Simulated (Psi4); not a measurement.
# B2H2ClF (SMILES BB(F)Cl) at OMP2/def2-SVPD, part 2 of 2

Psi4 1.11. The steps go on from the part before.

## (3) The distorted shape at the same level

b2clfh2.json reads:

```json
{
  "schema_name": "qcschema_input",
  "schema_version": 1,
  "molecule": {
    "schema_name": "qcschema_molecule",
    "schema_version": 2,
    "symbols": ["B", "B", "F", "Cl", "H", "H"],
    "geometry": [-1.26351624, 1.73210029, -0.57788392, 0.2583558, -1.07731775, -0.41876898, 2.31589716, -1.80391366, 2.0133709, -0.06612908, -3.50533236, -2.57086468, -2.60363442, 2.24098464, -2.25620638, -1.01526292, 3.25195032, 1.00379795],
    "molecular_charge": 0,
    "molecular_multiplicity": 1,
    "fix_symmetry": "c1",
    "fix_com": true,
    "fix_orientation": true
  },
  "driver": "energy",
  "model": {
    "method": "omp2",
    "basis": "def2-SVPD"
  },
  "keywords": {
    "puream": true,
    "e_convergence": 1e-09,
    "d_convergence": 1e-08,
    "scf_type": "pk",
    "num_frozen_docc": 8
  }
}
```

The run is started by

```console
$ psi4 --qcschema b2clfh2.json -n 1 --memory 1600MB
```

stdout:

```text
Psi4 1.11 release

  ==> Input QCSchema <==

--------------------------------------------------------------------------
{'id': None,
 'molecule': {'extras': {},
              'fix_com': True,
              'fix_orientation': True,
              'fix_symmetry': 'c1',
              'geometry': [-1.26351624, 1.73210029, -0.57788392, 0.2583558, -1.07731775, -0.41876898, 2.31589716,
                           -1.80391366, 2.0133709, -0.06612908, -3.50533236, -2.57086468, -2.60363442, 2.24098464,
                           -2.25620638, -1.01526292, 3.25195032, 1.00379795],
              'molecular_charge': 0.0,
              'molecular_multiplicity': 1.0,
              'name': 'B2ClFH2',
              'provenance': {'creator': 'QCElemental',
                             'routine': 'qcelemental.molparse.from_schema',
                             'version': '0.51.2'},
              'schema_name': 'qcschema_molecule',
              'schema_version': 3,
              'symbols': ['B', 'B', 'F', 'Cl', 'H', 'H'],
              'validated': True},
 'provenance': {'creator': 'QCElemental', 'routine': 'qcelemental.models.v1.results', 'version': '0.51.2'},
 'schema_name': 'qcschema_atomic_input',
 'schema_version': 2,
 'specification': {'driver': 'energy',
                   'extras': {},
                   'keywords': {'d_convergence': 1e-08,
                                'e_convergence': 1e-09,
                                'num_frozen_docc': 8,
                                'puream': True,
                                'scf_type': 'pk'},
                   'model': {'basis': 'def2-SVPD', 'method': 'omp2'},
                   'program': '',
                   'protocols': {'error_correction': {'default_policy': True, 'policies': None},
                                 'native_files': 'none',
                                 'schema_name': 'qcschema_atomic_protocols',
                                 'stdout': True,
                                 'wavefunction': 'none'},
                   'schema_name': 'qcschema_atomic_specification'}}
--------------------------------------------------------------------------

   => Loading Basis Set <=

    Name: DEF2-SVPD
    Role: ORBITAL
    Keyword: BASIS

         ---------------------------------------------------------
                                   SCF
                              RHF Reference
                        1 Threads,   1525 MiB Core
         ---------------------------------------------------------

  ==> Geometry <==

    Molecular point group: c1
    Full point group: C1

    Geometry (in Bohr), charge = 0, multiplicity = 1:

       Center              X                  Y                   Z               Mass
    ------------   -----------------  -----------------  -----------------  -----------------
         B           -1.263516240000     1.732100290000    -0.577883920000    11.009305360000
         B            0.258355800000    -1.077317750000    -0.418768980000    11.009305360000
         F            2.315897160000    -1.803913660000     2.013370900000    18.998403162730
         CL          -0.066129080000    -3.505332360000    -2.570864680000    34.968852682000
         H           -2.603634420000     2.240984640000    -2.256206380000     1.007825032230
         H           -1.015262920000     3.251950320000     1.003797950000     1.007825032230

  Running in c1 symmetry.

  Rotational constants: A =      0.20260  B =      0.08551  C =      0.06013 [cm^-1]
  Rotational constants: A =   6073.82126  B =   2563.47605  C =   1802.70789 [MHz]
  Nuclear repulsion =  113.023527952205939

  Charge       = 0
  Multiplicity = 1
  Electrons    = 38
  Nalpha       = 19
  Nbeta        = 19

  ==> Algorithm <==

  SCF Algorithm Type is PK.
  DIIS enabled.
  MOM disabled.
  Fractional occupation disabled.
  Guess Type is SAD.
  Energy threshold   = 1.00e-09
  Density threshold  = 1.00e-08
  Integral threshold = 1.00e-12

  ==> Primary Basis <==

  Basis Set: DEF2-SVPD
    Blend: DEF2-SVPD
    Number of shells: 44
    Number of basis functions: 106
    Number of Cartesian functions: 114
    Spherical Harmonics?: true
    Max angular momentum: 2

  ==> Integral Setup <==

  Using in-core PK algorithm.
   Calculation information:
      Number of atoms:                   6
      Number of AO shells:              44
      Number of primitives:             76
      Number of atomic orbitals:       114
      Number of basis functions:       106

      Integral cutoff                 1.00e-12
      Number of threads:                 1

  Performing in-core PK
  Using 32165912 doubles for integral storage.
  We computed 462672 shell quartets total.
  Whereas there are 490545 unique shell quartets.

  ==> DiskJK: Disk-Based J/K Matrices <==

    J tasked:                  Yes
    K tasked:                  Yes
    wK tasked:                  No
    Memory [MiB]:             1144
    Schwarz Cutoff:          1E-12

  Minimum eigenvalue in the overlap matrix is 2.0066067891E-04.
  Reciprocal condition number of the overlap matrix is 2.6051976633E-05.
    Using symmetric orthogonalization.

  ==> Pre-Iterations <==

  SCF Guess: Superposition of Atomic Densities via on-the-fly atomic UHF (no occupation information).

   -------------------------
    Irrep   Nso     Nmo
   -------------------------
     A        106     106
   -------------------------
    Total     106     106
   -------------------------

  ==> Iterations <==

                        Total Energy        Delta E     RMS |[F,P]|

   @RHF iter SAD:  -608.04243391887587   -6.08042e+02   0.00000e+00
   @RHF iter   1:  -609.13969610958213   -1.09726e+00   3.61879e-03 ADIIS/DIIS
   @RHF iter   2:  -609.17977404341218   -4.00779e-02   2.91855e-03 ADIIS/DIIS
   @RHF iter   3:  -609.21174356908432   -3.19695e-02   2.77127e-04 ADIIS/DIIS
   @RHF iter   4:  -609.21301977859662   -1.27621e-03   8.14198e-05 DIIS
   @RHF iter   5:  -609.21313877709167   -1.18998e-04   2.64393e-05 DIIS
   @RHF iter   6:  -609.21315174815368   -1.29711e-05   9.64033e-06 DIIS
   @RHF iter   7:  -609.21315345478308   -1.70663e-06   2.51389e-06 DIIS
   @RHF iter   8:  -609.21315357630328   -1.21520e-07   5.74259e-07 DIIS
   @RHF iter   9:  -609.21315358148536   -5.18207e-09   1.41153e-07 DIIS
   @RHF iter  10:  -609.21315358184177   -3.56408e-10   4.73667e-08 DIIS
   @RHF iter  11:  -609.21315358189725   -5.54792e-11   1.28305e-08 DIIS
   @RHF iter  12:  -609.21315358190191   -4.66116e-12   3.69223e-09 DIIS
  Energy and wave function converged.

  ==> Post-Iterations <==

    Orbital Energies [Eh]
    ---------------------

    Doubly Occupied:

       1A   -104.847555     2A    -26.244219     3A    -10.608573
       4A     -8.083225     5A     -8.081100     6A     -8.080351
       7A     -7.771092     8A     -7.648940     9A     -1.463036
      10A     -1.156005    11A     -0.765455    12A     -0.674969
      13A     -0.611593    14A     -0.596207    15A     -0.587693
      16A     -0.533033    17A     -0.525928    18A     -0.518820
      19A     -0.476958

    Virtual:

      20A     -0.016795    21A      0.063123    22A      0.090025
      23A      0.109244    24A      0.114344    25A      0.124464
      26A      0.138637    27A      0.156612    28A      0.168400
[... 25 lines of this table left out ...]
     104A      3.834345   105A      3.871931   106A      3.948328

    Final Occupation by Irrep:
              A
    DOCC [    19 ]
    NA   [    19 ]
    NB   [    19 ]

  @RHF Final Energy:  -609.21315358190191

   => Energetics <=

    Nuclear Repulsion Energy =            113.0235279522059386
    One-Electron Energy =               -1065.9238594171472414
    Two-Electron Energy =                 343.6871778830393396
    Total Energy =                       -609.2131535819019064

Computation Completed

Properties will be evaluated at   0.000000,   0.000000,   0.000000 [a0]

Properties computed using the SCF density matrix

 Multipole Moments:

 ------------------------------------------------------------------------------------
     Multipole            Electronic (a.u.)      Nuclear  (a.u.)        Total (a.u.)
 ------------------------------------------------------------------------------------

 L = 1.  Multiply by 2.5417464519 to convert [e a0] to [Debye]
 Dipole X            :        -11.9293577           11.0741805           -0.8551772
 Dipole Y            :         67.5992658          -67.0590254            0.5402404
 Dipole Z            :         30.9710054          -31.8200344           -0.8490290
 Magnitude           :                                                    1.3206203

 ------------------------------------------------------------------------------------

	total time  =          2 seconds =       0.03 minutes
  Constructing Basis Sets for DFOCC...

   => Loading Basis Set <=

    Name: (DEF2-SVPD AUX)
    Role: JKFIT
    Keyword: DF_BASIS_SCF

   => Loading Basis Set <=

    Name: (DEF2-SVPD AUX)
    Role: RIFIT
    Keyword: DF_BASIS_CC

  Module DFOCC Options:
  ----------------------------------------------------------------------------
  ACTIVE                        => (empty)
  BASIS_RELATIVISTIC            => (empty)
  BENCH                         => (empty)
  CC_DIIS_MAX_VECS              => (empty)
  CC_DIIS_MIN_VECS              => (empty)
  CC_LAMBDA                     => (empty)
  CC_MAXITER                    => (empty)
  CC_TYPE                       => (empty)
  CHOLESKY                      => FALSE           !
  CHOLESKY_TOLERANCE            => (empty)
  CI_TYPE                       => (empty)
  COMPUT_S2                     => (empty)
  CUBEPROP_BASIS_FUNCTIONS      => (empty)
  CUBEPROP_FILEPATH             => (empty)
  CUBEPROP_ISOCONTOUR_THRESHOLD => (empty)
  CUBEPROP_ORBITALS             => (empty)
  CUBEPROP_TASKS                => (empty)
  CUBIC_BASIS_TOLERANCE         => (empty)
  CUBIC_BLOCK_MAX_POINTS        => (empty)
  CUBIC_GRID_OVERAGE            => (empty)
  CUBIC_GRID_SPACING            => (empty)
  CUTOFF                        => (empty)
  DDX                           => (empty)
  DEBUG                         => (empty)
  DERTYPE                       => (empty)
  DF_BASIS_CC                   => (empty)
  DIE_IF_NOT_CONVERGED          => (empty)
  DKH_ORDER                     => (empty)
  DOCC                          => (empty)
  DO_DIIS                       => (empty)
  DO_LEVEL_SHIFT                => (empty)
  DO_SCS                        => FALSE           !
  DO_SOS                        => FALSE           !
  E3_SCALE                      => (empty)
  EKT_IP                        => (empty)
  EXTERNAL_POTENTIAL_SYMMETRY   => (empty)
  E_CONVERGENCE                 => 1e-09           !
  FREEZE_CORE                   => (empty)
  FREEZE_CORE_POLICY            => (empty)
  FROZEN_DOCC                   => (empty)
  FROZEN_UOCC                   => (empty)
  HESS_TYPE                     => (empty)
  INTEGRAL_CUTOFF               => (empty)
  INTEGRAL_PACKAGE              => (empty)
  LEVEL_SHIFT                   => (empty)
  LINEQ_SOLVER                  => (empty)
  LITERAL_CFOUR                 => (empty)
  LS_THC_BASIS_TOLERANCE        => (empty)
  LS_THC_DF                     => (empty)
  LS_THC_PRUNING_SCHEME         => (empty)
  LS_THC_RADIAL_POINTS          => (empty)
  LS_THC_SPHERICAL_POINTS       => (empty)
  LS_THC_S_EPSILON              => (empty)
  LS_THC_WEIGHTS_TOLERANCE      => (empty)
  MAT_NUM_COLUMN_PRINT          => (empty)
  MAX_MOGRAD_CONVERGENCE        => (empty)
  MAX_RADIAL_MOMENT             => (empty)
  MBIS_D_CONVERGENCE            => (empty)
  MBIS_MAXITER                  => (empty)
  MBIS_PRUNING_SCHEME           => (empty)
  MBIS_RADIAL_POINTS            => (empty)
  MBIS_SPHERICAL_POINTS         => (empty)
  MOLDEN_WITH_VIRTUAL           => (empty)
  MOLDEN_WRITE                  => (empty)
  MO_DIIS_NUM_VECS              => (empty)
  MO_MAXITER                    => (empty)
  MO_STEP_MAX                   => (empty)
  MP2_AMP_TYPE                  => (empty)
  MP2_OS_SCALE                  => (empty)
  MP2_SOS_SCALE                 => (empty)
  MP2_SOS_SCALE2                => (empty)
  MP2_SS_SCALE                  => (empty)
  MP2_TYPE                      => (empty)
  MP_TYPE                       => (empty)
  NAT_ORBS                      => FALSE           !
  NUM_FROZEN_DOCC               => 8               !
  NUM_FROZEN_UOCC               => (empty)
  NUM_GPUS                      => (empty)
  OCC_ORBS_PRINT                => (empty)
  OEPROP                        => (empty)
  OO_SCALE                      => (empty)
  OPT_METHOD                    => (empty)
  ORBITAL_OPTIMIZER_PACKAGE     => (empty)
  ORB_OPT                       => TRUE            !
  ORB_RESP_SOLVER               => (empty)
  ORTH_TYPE                     => (empty)
  PARENT_SYMMETRY               => (empty)
  PCG_BETA_TYPE                 => (empty)
  PCG_CONVERGENCE               => (empty)
  PCG_MAXITER                   => (empty)
  PCM                           => (empty)
  PE                            => (empty)
  PPL_TYPE                      => (empty)
  PRINT                         => (empty)
  PRINT_NOONS                   => (empty)
  PROPERTIES                    => (empty)
  PROPERTIES_ORIGIN             => (empty)
  PUREAM                        => TRUE            !
  QCHF                          => (empty)
  QC_MODULE                     => (empty)
  RAS1                          => (empty)
  RAS2                          => (empty)
  RAS3                          => (empty)
  RAS4                          => (empty)
  READ_SCF_3INDEX               => (empty)
  REGULARIZATION                => (empty)
  REG_PARAM                     => (empty)
  RELATIVISTIC                  => (empty)
  REMP_A                        => (empty)
  RESTRICTED_DOCC               => (empty)
  RESTRICTED_UOCC               => (empty)
  RMS_MOGRAD_CONVERGENCE        => (empty)
  R_CONVERGENCE                 => (empty)
  SCF_TYPE                      => PK              !
  SCREENING                     => (empty)
  SCS_TYPE                      => (empty)
  SOCC                          => (empty)
  SOS_TYPE                      => (empty)
  TRIPLES_IABC_TYPE             => (empty)
  WFN                           => (empty)
  WFN_TYPE                      => DF-OMP2         !
  WRITER_FILE_LABEL             => (empty)
  ZORA_BASIS_TOLERANCE          => (empty)
  ZORA_NR_DEBUG                 => (empty)
  ZORA_PRUNING_SCHEME           => (empty)
  ZORA_RADIAL_POINTS            => (empty)
  ZORA_SPHERICAL_POINTS         => (empty)

	Warning: cc_lambda option is changed to TRUE
	For this residual convergence, default PCG convergence is:     1.00e-07
	For this energy convergence, default RMS orbital gradient is:     3.16e-07
	For this energy convergence, default MAX orbital gradient is:     2.00e-06

 ==============================================================================
 ==============================================================================
 ==============================================================================

                      DF-OMP2 (DF-OO-MP2)

 ==============================================================================
 ==============================================================================
 ==============================================================================

	MO Hessian type is changed to 'HF'
	MO spaces...

	 FC   OCC   VIR   FV
	----------------------
	  8   11    87    0
	Number of basis functions in the DF-HF basis: 391
	Number of basis functions in the DF-CC basis: 316

	Minimum required memory for amplitudes:     20.96 MB

	Computing DF-MP2 energy using SCF MOs (Canonical DF-MP2)...
	=======================================================================
	Nuclear Repulsion Energy (a.u.)    :   113.02352795220594
	DF-HF Energy (a.u.)                :  -609.21315358190191
	REF Energy (a.u.)                  :  -609.21315358190191
	DF-MP2 Correlation Energy (a.u.)   :    -0.51157847022446
	DF-MP2 Total Energy (a.u.)         :  -609.72473205212634
	=======================================================================

	Number of independent-pairs: 1741

 ==============================================================================
 ================ Performing DF-OMP2 iterations... ============================
 ==============================================================================
	            Minimizing DF-MP2-L Functional
	            ------------------------------
 Iter       E_total           DE           RMS MO Grad      MAX MO Grad      RMS T2
 ----    ---------------    ----------     -----------      -----------     ----------
	successfully fired up coupled DIIS...
   1     -609.7342157443     -9.44e-03       5.24e-04         9.32e-03        2.66e-05
   2     -609.7346261601     -4.10e-04       2.12e-04         3.71e-03        6.45e-06
   3     -609.7347255422     -9.94e-05       1.35e-04         1.69e-03        1.32e-06
[... 24 lines of this table left out ...]
  28     -609.7348346887     -4.66e-12       3.02e-08         7.02e-07        1.76e-10

 ==============================================================================
 ======================== DF-OMP2 ITERATIONS ARE CONVERGED ====================
 ==============================================================================

	Computing MP2 energy using optimized MOs...
	=======================================================================
	Nuclear Repulsion Energy (a.u.)    :   113.02352795220594
	DF-HF Energy (a.u.)                :  -609.21315358190191
	REF Energy (a.u.)                  :  -609.20138742355834
	DF-MP2 Correlation Energy (a.u.)   :    -0.52168110693390
	DF-MP2 Total Energy (a.u.)         :  -609.73483468883580
	=======================================================================

	=======================================================================
	================ DF-OMP2 FINAL RESULTS ================================
	=======================================================================
	Nuclear Repulsion Energy (a.u.)    :   113.02352795220594
	DF-HF Energy (a.u.)                :  -609.21315358190191
	REF Energy (a.u.)                  :  -609.20138742355834
	DF-OMP2 Correlation Energy (a.u.)  :    -0.52168110683363
	Edfomp2 - Eref (a.u.)              :    -0.53344726517719
	DF-OMP2 Total Energy (a.u.)        :  -609.73483468873553
	=======================================================================

	total time  =         17 seconds =       0.28 minutes

    Psi4 run time: 0:00:19.21
```

The result, in JSON:

```text
{
 "driver": "energy",
 "model": {
  "method": "omp2",
  "basis": "def2-SVPD"
 },
 "success": true,
 "return_result": -609.7348346887355,
 "properties": {
  "calcinfo_nbasis": 106,
  "calcinfo_nmo": 106,
  "calcinfo_nalpha": 19,
  "calcinfo_nbeta": 19,
  "calcinfo_natom": 6,
  "nuclear_repulsion_energy": 113.02352795220594,
  "return_energy": -609.7348346887355,
  "scf_one_electron_energy": -1065.9238594171472,
  "scf_two_electron_energy": 343.68717788303934,
  "scf_dipole_moment": [-0.8551771874439513, 0.5402404164198771, -0.8490289933854669],
  "scf_total_energy": -609.2131535819019,
  "scf_iterations": 12,
  "mp2_singles_energy": 0.0,
  "mp2_doubles_energy": -0.5115784702244637,
  "mp2_correlation_energy": -0.5115784702244355,
  "mp2_total_energy": -609.7247320521263
 }
}
```

Wall time 20 s (1 thread of Intel Xeon Gold 6455B (Sapphire Rapids), shared host); peak memory 0.42 GiB.

## (4) What came out

This closing draws on all 2 parts.

At OMP2/def2-SVPD, 8 core orbitals frozen:

| quantity | value |
| --- | --- |
| first shape: total energy | -609.78363 Eh |
| first shape: HOMO energy (Hartree–Fock orbitals) | -12.36 eV |
| first shape: LUMO energy (Hartree–Fock orbitals) | 0.23 eV |
| first shape: HOMO–LUMO gap (Hartree–Fock orbitals) | 12.58 eV |
| first shape: correlation energy (8 core orbitals frozen) | -505.6 mEh |
| distorted shape: total energy | -609.73483 Eh |
| distorted shape: HOMO energy (Hartree–Fock orbitals) | -12.98 eV |
| distorted shape: LUMO energy (Hartree–Fock orbitals) | -0.46 eV |
| distorted shape: HOMO–LUMO gap (Hartree–Fock orbitals) | 12.52 eV |
| distorted shape: correlation energy (8 core orbitals frozen) | -521.7 mEh |
| energy change with the B2–F3 bond stretched from 1.330 to 1.729 Å | 1.328 eV |

**Reading.** With the B2–F3 bond stretched from 1.330 to 1.729 Å the energy rises by 1.33 eV (128 kJ/mol). The first shape isn't relaxed at this level, so the change isn't measured from a minimum.
